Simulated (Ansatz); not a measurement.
**YSb: how the settings move a relaxation**

Aim: see which settings change the result for YSb, by how much, and at what cost.

The COD entry's cell or inner coordinates are ideal or old and differ from later refinements, so a difference from it is no clean test against experiment.

Computed with Ansatz 0.2.0 (reference: DFT, PBEsol, PAW with Ansatz's default frozen-core files, scalar-relativistic; relaxation of cell and atoms, unless a step's input says otherwise).

**1. The structure to begin with**

Symmetry: Fm-3m, No. 225, cubic system. Conventional cell: a = 6.190 Å, b = 6.190 Å, c = 6.190 Å, α = 90.00°, β = 90.00°, γ = 90.00°. Y (site symmetry m-3m) is surrounded by 6 Sb at 3.10 Å. Sb (site symmetry m-3m) is surrounded by 6 Y at 3.10 Å.

As a file:

```
CELL_PARAMETERS angstrom
0.00000 3.09500 3.09500
3.09500 0.00000 3.09500
3.09500 3.09500 0.00000
ATOMIC_POSITIONS crystal
Y 0.50000 0.50000 0.50000
Sb 0.00000 0.00000 0.00000
```

**2. The reference run**

Input file input.yaml:

```yaml
crystal:
  lattice:
    - [0.0, 3.095, 3.095]
    - [3.095, 0.0, 3.095]
    - [3.095, 3.095, 0.0]
  atoms:
    - { symbol: "Y", position: [0.5, 0.5, 0.5] }
    - { symbol: Sb, position: [0.0, 0.0, 0.0] }
kpoints:
  mp_grid: { grid: [10, 10, 10] }
scf:
  occupations: { method: fermi_dirac, width: 0.05 }
hamiltonian:
  xc: pbesol
  pseudopotentials: { kind: paw }
relax:
  f_tol: 0.002
  max_steps: 80
  cell: {}
output:
  forces: true
  stress: true
  write_density: true
  write_potential: true
  elf: true
  volumetric_format: npy
```

Command:

```console
$ ansatz run input.yaml --threads 1 --pin off --max-ram 3072MiB --backend cpu --events-out ev --progress --plain --runs-dir out
```

Excerpt of the output:

```text
[...]
Basis set: ecut = 420 eV, 1139 PW (Γ), exchange–correlation on 60×60×60 points (8 copies of the dense FFT grid, shifted against one another)
[...]
k-points: 47 of 1000
[...]
SCF iter   1: F=—  HF=-10205.567038 eV  |F-HF|=—  |Δ(HF+E_count)|=         —  Δρ=2.29e-3  dr2=2.19e-3  ethr=1.77e-3  ⟨swp⟩=6.0  Hψ=4040  notcnv=0
preconditioner: auto → Kerker (q_TF=auto, 2.378 Å⁻¹)  [metal: Δε(μ)=0.106 eV  Ē_g=6.416 eV  σ=0.050 eV  W_gap=0.41  n_scr=14 (ndim 8)  ℏωp=13.6 eV  f_vac=0.000  D(μ)=0.46/eV (n_scr^D=0)]
SCF iter   2: F=—  HF=-10205.565422 eV  |F-HF|=—  |Δ(HF+E_count)|=   1.62e-3  Δρ=1.38e-3  dr2=8.50e-4  ethr=8.44e-6  ⟨swp⟩=2.5  Hψ=1631  notcnv=0
[...]
relax step   1: F+E_penalty+E_count = -10205.56523395 eV  Δ(F+E_penalty+E_count) = +0.000e0 eV  max|allowed force component| = 8.625e-29 eV/Å  Δτ_max = 0.0000 Å  P = -2.185 GPa  Ω = 59.294 Å³  (7 SCF iters, dr2 threshold 1.00e-7 eV, accepted)
[...]
Basis set: ecut = 420 eV, 1067 PW (Γ), exchange–correlation on 60×60×60 points (8 copies of the dense FFT grid, shifted against one another)
[...]
relax step   2: F+E_penalty+E_count = -10205.57155527 eV  Δ(F+E_penalty+E_count) = -6.321e-3 eV  max|allowed force component| = 6.469e-29 eV/Å  Δτ_max = 0.0000 Å  P = +1.883 GPa  Ω = 55.661 Å³  energy of the carried Pulay correction = +4.089e-4 eV  (5 SCF iter
[...]
relax step   3: F+E_penalty+E_count = -10205.58016889 eV  Δ(F+E_penalty+E_count) = -8.614e-3 eV  max|allowed force component| = 9.581e-30 eV/Å  Δτ_max = 0.0000 Å  P = -0.099 GPa  Ω = 57.285 Å³  energy of the carried Pulay correction = +2.229e-4 eV  (5 SCF iter
[...]
relax step   4: F+E_penalty+E_count = -10205.58020538 eV  Δ(F+E_penalty+E_count) = -3.649e-5 eV  max|allowed force component| = 6.548e-29 eV/Å  Δτ_max = 0.0000 Å  P = -0.004 GPa  Ω = 57.202 Å³  energy of the carried Pulay correction = +2.323e-4 eV  (4 SCF iter
[...]
SCF iter   5: F=—  HF=-10205.579956 eV  |F-HF|=—  |Δ(HF+E_count)|=  1.82e-12  Δρ=1.79e-7  dr2=3.59e-11  ethr=1.00e-12  ⟨swp⟩=6.0  Hψ=3515  notcnv=0
SCF iter   6: F=-10205.579956 eV  HF=-10205.579956 eV  |F-HF|=3.64e-12  |Δ(HF+E_count)|=  1.09e-11  Δρ=3.45e-8  dr2=4.63e-13  ethr=1.00e-12  ⟨swp⟩=6.0  Hψ=3305  notcnv=0
[...]
relax step   5: F+E_penalty+E_count = -10205.57995610 eV  Δ(F+E_penalty+E_count) = +2.493e-4 eV  max|allowed force component| = 6.692e-29 eV/Å  Δτ_max = 0.0000 Å  P = -0.002 GPa  Ω = 57.202 Å³  stress off target by 2.41e-3 GPa  SCF on the basis re-selected at 
[...]
SCF converged after 6 iterations
Free energy (F): -10205.579956 eV
[...]
E sigma→0 (E₀):  -10205.578233 eV
[...]
Fermi energy:    10.398377 eV
[...]
  P = ⅓ Tr σ = -0.0024 GPa (-0.024 kbar)
[...]
--- Relaxed structure (4 steps of the walk, 4 accepted, 1 SCFs on fresh bases) ---
[...]
```

Run time: 12 s. Hardware: 1 thread of Arm Neoverse V2, shared host; peak memory 0.36 GiB.

**3. Changing settings: hubbard.sites [{species: Y, l: d, u_eff: 2.0}], hubbard.double_counting fll**

input.yaml: that of step 2 with these lines changed.

```diff
@@ -15,2 +15,3 @@
   pseudopotentials: { kind: paw }
+  hubbard: { sites: [{ species: "Y", l: d, u_eff: 2.0 }], double_counting: fll }
 relax:
```

Command:

```console
$ ansatz run input.yaml --threads 1 --pin off --max-ram 3072MiB --backend cpu --events-out ev --progress --plain --runs-dir out
```

What it wrote:

```text
Y: projections on atomic orbitals take those of the free atom [Ar 3d10] 4s2 4p6 4d1 5s2, of charge +0.00 (hamiltonian.pseudopotentials.projection_atoms); the dataset's partial waves leave at most 3.7e-6 of an orbital's norm unspanned inside its sphere
Sb: projections on atomic orbitals take those of the free atom [Kr] 4d10 5s2 5p3, of charge +0.00 (hamiltonian.pseudopotentials.projection_atoms); the dataset's partial waves leave at most 3.6e-6 of an orbital's norm unspanned inside its sphere
Engine: ansatz 0.2.0
Pseudopotentials: kind: paw
Pseudopotential: Y, paw, valence charge 11, recommended cutoff 420 eV (normal), Y.paw.azcp
Pseudopotential: Sb, paw, valence charge 15, recommended cutoff 420 eV (normal), Sb.paw.azcp
Functional definition: PBEsol
  exchange = pbesol_x
  correlation = pbesol_c
Crystal: 2 atoms, lattice volume = 59.294 Å³
Basis set: ecut = 420 eV, 1139 PW (Γ), exchange–correlation on 60×60×60 points (8 copies of the dense FFT grid, shifted against one another)
Bands: 17, of which v1, the nominal top of the filled ones, is band 13 counted from 1 (12 counted from 0)
Symmetry: 48 space group operations
Space group: Fm-3m (ITA 225), of the structure as read, at distance tolerance 3.9e-5 Å
k-points: 47 of 1000
Non-local potential: Y, projectors of the file, l = 0: 3, l = 1: 2, l = 2: 2, l = 3: 1
Non-local potential: Sb, projectors of the file, l = 0: 2, l = 1: 2, l = 2: 2, l = 3: 2
PAW form: soft (Blöchl's): semilocal exchange-correlation on the pseudo side does not see the compensation charge
PAW frozen core: Y, regenerated for the run's functional, and the local potential with it (the file was generated under x = pbe(κ = 0.804, μ = 0.2195149727645171), c = pbe(β = 0.06672455060314922))
PAW frozen core: Sb, regenerated for the run's functional, and the local potential with it (the file was generated under x = pbe(κ = 0.804, μ = 0.2195149727645171), c = pbe(β = 0.06672455060314922))
PAW one-centre angular grid: Y, 590 points (default); XC on 64 Gauss nodes
PAW one-centre angular grid: Sb, 590 points (default); XC on 64 Gauss nodes
Initial density: superposition of atomic densities (chi_scale 0.1, normalization cell, long waves kept (reshape's long-wave potential 0.00 eV rms))
Initial wavefunctions: pseudopotential atomic-orbital guess
Functional: x = pbesol(κ = 0.804, μ = 0.12345679012345678), c = pbesol(β = 0.046)
iter 1 solved again at ethr=1.33e-3 eV; its pass at ethr=3.10e-3 eV (dr2=3.45e-1 eV) is discarded
SCF iter   1: F=—  HF=-10203.994854 eV  |F-HF|=—  |Δ(HF+E_count)|=         —  Δρ=2.73e-2  dr2=3.48e-1  ethr=1.33e-3  ⟨swp⟩=1.0  Hψ=5240  notcnv=0
preconditioner: auto → none  [insulator: Δε(μ)=0.133 eV  Ē_g=6.524 eV  σ=0.050 eV  W_gap=0.53  n_scr=14 (ndim 8)  ℏωp=13.6 eV  f_vac=0.000  D(μ)=0.29/eV (n_scr^D=0)  ε∞_Penn≈5.4]
SCF iter   2: F=—  HF=-10203.999653 eV  |F-HF|=—  |Δ(HF+E_count)|=   4.80e-3  Δρ=1.12e-2  dr2=5.41e-2  ethr=1.33e-3  ⟨swp⟩=2.0  Hψ=1548  notcnv=0
SCF iter   3: F=—  HF=-10204.042301 eV  |F-HF|=—  |Δ(HF+E_count)|=   4.26e-2  Δρ=4.09e-3  dr2=1.41e-2  ethr=2.08e-4  ⟨swp⟩=2.2  Hψ=1184  notcnv=0
SCF iter   4: F=—  HF=-10204.043157 eV  |F-HF|=—  |Δ(HF+E_count)|=   8.56e-4  Δρ=1.02e-3  dr2=5.20e-4  ethr=5.41e-5  ⟨swp⟩=2.5  Hψ=1752  notcnv=0
SCF iter   5: F=—  HF=-10204.043247 eV  |F-HF|=—  |Δ(HF+E_count)|=   8.96e-5  Δρ=1.82e-4  dr2=1.14e-5  ethr=2.00e-6  ⟨swp⟩=2.1  Hψ=1277  notcnv=0
SCF iter   6: F=—  HF=-10204.043253 eV  |F-HF|=—  |Δ(HF+E_count)|=   6.23e-6  Δρ=3.02e-5  dr2=2.16e-7  ethr=4.40e-8  ⟨swp⟩=2.9  Hψ=1416  notcnv=0
SCF iter   7: F=-10204.043253 eV  HF=-10204.043253 eV  |F-HF|=2.50e-9  |Δ(HF+E_count)|=   3.97e-7  Δρ=2.66e-6  dr2=2.93e-9  ethr=3.85e-10  ⟨swp⟩=8.4  Hψ=4478  notcnv=0
SCF 1 converged in 7 iterations: F = -10204.043253 eV  dr2 = 2.93e-9
relax step   1: F+E_penalty+E_count = -10204.04325330 eV  Δ(F+E_penalty+E_count) = +0.000e0 eV  max|allowed force component| = 8.388e-29 eV/Å  Δτ_max = 0.0000 Å  P = +0.487 GPa  Ω = 59.294 Å³  (7 SCF iters, dr2 threshold 1.00e-7 eV, accepted)
Crystal: 2 atoms, lattice volume = 60.124 Å³
Basis set: ecut = 420 eV, 1211 PW (Γ), exchange–correlation on 60×60×60 points (8 copies of the dense FFT grid, shifted against one another)
Initial density: handed on by an earlier stage of this run
Initial wavefunctions: those handed on with the density
iter 1 solved again at ethr=1.34e-6 eV; its pass at ethr=3.10e-3 eV (dr2=3.48e-4 eV) is discarded
SCF iter   1: F=—  HF=-10204.043598 eV  |F-HF|=—  |Δ(HF+E_count)|=         —  Δρ=5.31e-4  dr2=3.86e-4  ethr=1.34e-6  ⟨swp⟩=1.9  Hψ=5139  notcnv=0
preconditioner: auto → none  [insulator: Δε(μ)=0.266 eV  Ē_g=6.561 eV  σ=0.050 eV  W_gap=0.66  n_scr=14 (ndim 8)  ℏωp=13.5 eV  f_vac=0.000  D(μ)=0.19/eV (n_scr^D=0)  ε∞_Penn≈5.3]
SCF iter   2: F=—  HF=-10204.043519 eV  |F-HF|=—  |Δ(HF+E_count)|=   7.89e-5  Δρ=2.16e-4  dr2=3.28e-5  ethr=1.34e-6  ⟨swp⟩=2.7  Hψ=1334  notcnv=0
SCF iter   3: F=—  HF=-10204.043518 eV  |F-HF|=—  |Δ(HF+E_count)|=   1.67e-6  Δρ=9.14e-5  dr2=4.06e-6  ethr=1.26e-7  ⟨swp⟩=3.0  Hψ=1424  notcnv=0
SCF iter   4: F=—  HF=-10204.043521 eV  |F-HF|=—  |Δ(HF+E_count)|=   3.57e-6  Δρ=2.40e-5  dr2=2.74e-7  ethr=1.56e-8  ⟨swp⟩=2.0  Hψ=877  notcnv=0
SCF iter   5: F=-10204.043521 eV  HF=-10204.043521 eV  |F-HF|=6.15e-9  |Δ(HF+E_count)|=   2.45e-7  Δρ=3.38e-6  dr2=3.88e-9  ethr=7.69e-10  ⟨swp⟩=8.1  Hψ=4333  notcnv=0
SCF 2 converged in 5 iterations: F = -10204.043521 eV  dr2 = 3.88e-9
relax step   2: F+E_penalty+E_count = -10204.04352145 eV  Δ(F+E_penalty+E_count) = -2.682e-4 eV  max|allowed force component| = 1.210e-29 eV/Å  Δτ_max = 0.0000 Å  P = -0.339 GPa  Ω = 60.124 Å³  energy of the carried Pulay correction = -8.921e-5 eV  (5 SCF iters, dr2 threshold 2.00e-7 eV, accepted)
Crystal: 2 atoms, lattice volume = 59.781 Å³
iter 1 solved again at ethr=1.34e-7 eV; its pass at ethr=3.10e-3 eV (dr2=3.48e-5 eV) is discarded
SCF iter   1: F=—  HF=-10204.043941 eV  |F-HF|=—  |Δ(HF+E_count)|=         —  Δρ=2.17e-4  dr2=6.41e-5  ethr=1.34e-7  ⟨swp⟩=2.7  Hψ=5051  notcnv=0
eigensolver tolerance schedule calibrated: the retry pair's looser diagonalisation under-reported the residual by θ = 0.46 (0.10/decade); ethr = c·dr2/N_el runs at the constant in force after the calibration composes with the one it found (an armed cap, an earlier calibration), c = 9.1e-2
preconditioner: auto → none  [insulator: Δε(μ)=0.241 eV  Ē_g=6.568 eV  σ=0.050 eV  W_gap=0.63  n_scr=14 (ndim 8)  ℏωp=13.6 eV  f_vac=0.000  D(μ)=0.19/eV (n_scr^D=0)  ε∞_Penn≈5.3]
SCF iter   2: F=—  HF=-10204.043928 eV  |F-HF|=—  |Δ(HF+E_count)|=   1.31e-5  Δρ=8.76e-5  dr2=5.56e-6  ethr=1.34e-7  ⟨swp⟩=2.0  Hψ=1352  notcnv=0
SCF iter   3: F=—  HF=-10204.043928 eV  |F-HF|=—  |Δ(HF+E_count)|=   4.53e-7  Δρ=3.68e-5  dr2=6.55e-7  ethr=1.95e-8  ⟨swp⟩=3.0  Hψ=1424  notcnv=0
SCF iter   4: F=-10204.043928 eV  HF=-10204.043928 eV  |F-HF|=2.95e-8  |Δ(HF+E_count)|=   5.77e-7  Δρ=8.88e-6  dr2=3.77e-8  ethr=7.02e-10  ⟨swp⟩=8.9  Hψ=4503  notcnv=0
SCF 3 converged in 4 iterations: F = -10204.043928 eV  dr2 = 3.77e-8
relax step   3: F+E_penalty+E_count = -10204.04392830 eV  Δ(F+E_penalty+E_count) = -4.068e-4 eV  max|allowed force component| = 9.664e-30 eV/Å  Δτ_max = 0.0000 Å  P = -0.004 GPa  Ω = 59.781 Å³  energy of the carried Pulay correction = -5.243e-5 eV  (4 SCF iters, dr2 threshold 2.00e-7 eV, accepted)
Initial wavefunctions: pseudopotential atomic-orbital guess (no wavefunctions were taken with the density)
iter 1 solved again at ethr=3.23e-7 eV; its pass at ethr=3.10e-3 eV (dr2=8.41e-5 eV) is discarded
SCF iter   1: F=—  HF=-10204.043974 eV  |F-HF|=—  |Δ(HF+E_count)|=         —  Δρ=1.01e-5  dr2=3.55e-8  ethr=3.23e-7  ⟨swp⟩=3.4  Hψ=6181  notcnv=0
eigensolver tolerance schedule: the retry pair's looser diagonalisation over-reported the residual by 2364.85 of it (diagonalisation noise at 0.33 of the residual, at the tolerance the schedule requests for it); recorded, not acted on — ethr = c·dr2/N_el stays at c = 1.0e-1
preconditioner: auto → none  [insulator: Δε(μ)=0.244 eV  Ē_g=6.572 eV  σ=0.050 eV  W_gap=0.63  n_scr=14 (ndim 8)  ℏωp=13.6 eV  f_vac=0.000  D(μ)=0.19/eV (n_scr^D=0)  ε∞_Penn≈5.3]
SCF iter   2: F=—  HF=-10204.043974 eV  |F-HF|=—  |Δ(HF+E_count)|=   8.48e-8  Δρ=5.26e-6  dr2=7.60e-9  ethr=1.37e-10  ⟨swp⟩=2.7  Hψ=1547  notcnv=0
SCF iter   3: F=—  HF=-10204.043974 eV  |F-HF|=—  |Δ(HF+E_count)|=   1.50e-8  Δρ=1.89e-6  dr2=4.13e-9  ethr=2.92e-11  ⟨swp⟩=2.0  Hψ=1370  notcnv=0
SCF iter   4: F=—  HF=-10204.043974 eV  |F-HF|=—  |Δ(HF+E_count)|=   1.36e-9  Δρ=3.37e-7  dr2=5.04e-11  ethr=1.59e-11  ⟨swp⟩=2.0  Hψ=1326  notcnv=0
SCF iter   5: F=-10204.043974 eV  HF=-10204.043974 eV  |F-HF|=0.00e0  |Δ(HF+E_count)|=  2.00e-11  Δρ=8.96e-8  dr2=2.96e-12  ethr=1.00e-12  ⟨swp⟩=6.0  Hψ=3526  notcnv=0
SCF 4 converged in 5 iterations: F = -10204.043974 eV  dr2 = 2.96e-12
relax step   4: F+E_penalty+E_count = -10204.04397416 eV  Δ(F+E_penalty+E_count) = -4.587e-5 eV  max|allowed force component| = 1.614e-29 eV/Å  Δτ_max = 0.0000 Å  P = -0.005 GPa  Ω = 59.781 Å³  stress off target by 4.72e-3 GPa  SCF on the basis re-selected at this cell (its energy is not comparable with the rows above)  (5 SCF iters)
basis re-selected at this cell: Δ(F+E_penalty+E_count) = -4.587e-5 eV, ΔP = -0.001 GPa vs the last step (what re-selecting the basis moved, of the pressure what is left beyond the Pulay correction that the steps carried, after the strain that the cell walked since its last selection, with what the two solves' SCF thresholds leave and, on support functions, any second-order correction that the steps lacked; it is no measure of the basis error at this ecutwfc). This SCF's stress stands 4.72e-3 GPa from its target on what of the cell is left free (relax.cell.stress_tol is 5.00e-2 GPa) and its largest allowed force component is 1.61e-29 eV/Å (relax.f_tol is 2.00e-3 eV/Å): within both
SCF converged after 5 iterations
Free energy (F): -10204.043974 eV
Harris-Foulkes:  -10204.043974 eV  (|F-HF|=0.00e0)
Internal energy: -10204.042387 eV  (E = F + TS)
E sigma→0 (E₀):  -10204.043181 eV
Entropy (-TS):   -0.001587 eV (-0.793 meV/atom)
Fermi energy:    10.201916 eV
--- Per-component energies (eV) ---
  E_band       = -274.082875
  E_kinetic    = 513.061279
  E_local      = -2229.896906  (includes V_loc(G=0)·N_el)
  E_nonlocal   = 416.318438
  E_hartree    = 936.649082
  E_xc         = -310.131784
  E_vxc        = -296.087149  (∫ρ·V_xc dr)
  E_hubbard    = 1.446159  (on-site DFT+U / exact-exchange correction)
  E_vhub       = 1.034333  (the Hubbard potential's part of the band-sum identity)
  E_paw        = -7274.690878  (= ΣΔE_a)
  E_vpaw       = -551.811002  (= ΣTr[D̂ρ^β])
  E_aug_tail   = 0.000001  (compensation charges beyond the density's cutoff)
  E_ewald      = -2257.278408
  E_core_change = 0.480630  (= ΣΔE_core)
  E_smearing   = -0.001587  (= −TS)
  E_closure    = 0.000000  (closes the sum)
  Σ components = -10204.043974   (vs F -10204.043974, Δ=0.00e0)
--- Forces (eV/Å), atoms counted from 1 ---
  atom   1  Y      0.00000000    -0.00000000     0.00000000
  atom   2  Sb    -0.00000000     0.00000000    -0.00000000
  max |Σ_I F_I| component: 3.08e-29 eV/Å
--- Stress (GPa, compression-positive) ---
       -0.004718      -0.000000      -0.000000
       -0.000000      -0.004718      -0.000000
       -0.000000      -0.000000      -0.004718
  P = ⅓ Tr σ = -0.0047 GPa (-0.047 kbar)
--- Band table (eV; the first three rows and the last of 47) ---
  k-point 0: bands = ["-33.3270", "-17.8129", "-17.8129", "-17.7808", "-17.7808", "-17.7808", "-13.2846", "-13.2846", "-13.2846", "0.0815", "10.6406", "10.6406", "10.6406", "11.5043", "11.5043", "11.5043", "11.7705"]
  k-point 1: bands = ["-33.3265", "-17.8138", "-17.8138", "-17.7808", "-17.7806", "-17.7806", "-13.2935", "-13.2837", "-13.2837", "0.1856", "9.7042", "10.0612", "10.0612", "11.6454", "11.6454", "11.7789", "12.4739"]
  k-point 2: bands = ["-33.3248", "-17.8161", "-17.8161", "-17.7809", "-17.7802", "-17.7802", "-13.3166", "-13.2812", "-13.2812", "0.4816", "8.3376", "9.3230", "9.3230", "11.9265", "11.9575", "11.9575", "13.6619"]
  k-point 46: bands = ["-33.3210", "-17.8175", "-17.8118", "-17.7804", "-17.7788", "-17.7764", "-13.3435", "-13.3296", "-13.3064", "1.5480", "7.3648", "7.8082", "7.8582", "12.0187", "12.6237", "13.0856", "13.8471"]
Occupation matrices written to <dir>
--- Relaxed structure (3 steps of the walk, 3 accepted, 1 SCFs on fresh bases) ---
  F+E_penalty+E_count = -10204.04397416 eV   max|allowed force component| = 1.614e-29 eV/Å   (the final SCF, on the basis selected at the relaxed cell)
  cell:  # Å, volume = 59.7807 Å³
    - [1.4012273090462871e-34, 3.1034427876917454, 3.1034427876917454]
    - [3.1034427876917454, 2.0381488131582358e-34, 3.1034427876917454]
    - [3.1034427876917454, 3.1034427876917454, 3.6941447238493025e-34]
  atoms:
    - { symbol: Y, position: [0.5, 0.5, 0.5] }
    - { symbol: Sb, position: [-7.00055310963864e-35, 5.185594896026543e-35, 4.148475916817745e-35] }
```

Wall time 13 s (1 thread of Arm Neoverse V2, shared host); peak memory 0.39 GiB.

Changing the Hubbard U moves the energy by +768.0 meV/atom, and the final volume goes from 57.20 to 59.78 Å³. The U term adds an energy of its own, so the shift says nothing about which run is better. Cost: 21 SCF cycles against 27.

**4. Comparison**

| run | ending | energy change | pressure (GPa) | gap (eV) | force (eV/Å) | cycles | time |
| --- | --- | --- | --- | --- | --- | --- | --- |
| reference | converged | 0 | 0.0 | 0.00 | 0.00 | 27 | 12 s |
| 1: hubbard.sites [{species: Y, l: d, u_eff: 2.0}], hubbard.double_counting fll | converged | +768.0 meV/atom (U changed: no physical gain or loss) | 0.0 | 0.00 | 0.00 | 21 | 13 s |

Changing the Hubbard U moves the energy by +768.0 meV/atom, and the final volume goes from 57.20 to 59.78 Å³. The U term adds an energy of its own, so the shift says nothing about which run is better. Cost: 21 SCF cycles against 27. A changed U is a change of model: its shifts are not errors of convergence.
